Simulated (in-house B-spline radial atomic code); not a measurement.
# Cr⁸⁺: ionisation energy by several methods

Aim: the ionisation energy of Cr⁸⁺ by several methods, each as the difference of two self-consistent energies (Cr⁸⁺ and the next ion, [Ne] 3s2 3p3).

The numbers are computed with in-house B-spline radial atomic code version 1 (Dirac-Coulomb, several functionals; spherical all-electron atom at the radial basis limit), except any that are marked as measured or tabulated.

## (1) The system

* element: chromium (Z = 24)
* charge: +8
* electrons: 16
* configuration: [Ne] 3s2 3p4
* nucleus: Fermi, rms radius 3.645 fm

The outer shells:

[Ne] 3s2 3p4
```
[Ne] core
3s [↑↓]
3p [↑↓][↑ ][↑ ]
```

The boxes only draw the filling; these runs are spin-restricted and spherical.

## (2) exchange-only LDA

Settings of the run:

```ini
Z = 24
electrons = 16.0
configuration = [Ne] 3s2 3p4
hamiltonian = dirac
method = lda,
spin_polarised = False
nucleus = fermi
rms_radius = 3.6452
mass_number = 52
atomic_mass = 51.940504714
speed_of_light = 137.035999084
```

## (3) PW91

Settings: those of step 2 with these lines changed.

```diff
@@ -4,3 +4,3 @@
 hamiltonian = dirac
-method = lda,
+method = pw91,pw91
 spin_polarised = False
```

## (4) PBEsol

Settings: those of step 3 with these lines changed.

```diff
@@ -4,3 +4,3 @@
 hamiltonian = dirac
-method = pw91,pw91
+method = pbesol
 spin_polarised = False
```

## (5) relativistic LDA

Settings: those of step 4 with these lines changed.

```diff
@@ -4,3 +4,3 @@
 hamiltonian = dirac
-method = pbesol
+method = lda_x_rel,vwn
 spin_polarised = False
```

## (6) OLYP

Settings: those of step 5 with these lines changed.

```diff
@@ -4,3 +4,3 @@
 hamiltonian = dirac
-method = lda_x_rel,vwn
+method = optx,lyp
 spin_polarised = False
```

## (7) BLYP

Settings: those of step 6 with these lines changed.

```diff
@@ -4,3 +4,3 @@
 hamiltonian = dirac
-method = optx,lyp
+method = b88,lyp
 spin_polarised = False
```

**Question.** The tabulated ionisation energy is 209.5 ± 0.3 eV (semi-empirical; NIST Atomic Spectra Database). What does each method give, and which comes nearest?

**Answer**, as computed:

| method | rung | total energy (hartree) | ΔSCF (eV) | −ε highest (eV) | ΔSCF less tabulated (eV) |
| --- | --- | --- | --- | --- | --- |
| exchange-only LDA | LDA | -1024.5724 | 210.81 | 197.00 (3p3/2) | +1.31 |
| relativistic LDA | LDA | -1025.3153 | 212.79 | 198.98 (3p3/2) | +3.29 |
| PW91 | GGA | -1028.4470 | 213.00 | 199.21 (3p3/2) | +3.50 |
| PBEsol | GGA | -1027.1235 | 212.71 | 198.92 (3p3/2) | +3.21 |
| OLYP | GGA | -1028.5565 | 213.31 | 199.54 (3p3/2) | +3.81 |
| BLYP | GGA | -1028.4864 | 212.73 | 198.93 (3p3/2) | +3.23 |

Tables give 209.5 ± 0.3 eV (semi-empirical; NIST Atomic Spectra Database) for the ionisation energy. exchange-only LDA misses by +1.31 eV, the least, and OLYP by +3.81 eV (1.8 %), the most. Open shells are averaged (over orientations, and over spins where the run is restricted), while tables refer to the lowest levels. For the semilocal functionals minus the highest level recovers only 93 to 94 % of their own ΔSCF value, a mark of self-interaction.

Members of this set that are not shown: 8 used exact exchange with fractional occupations of an open shell, which is unsound here.
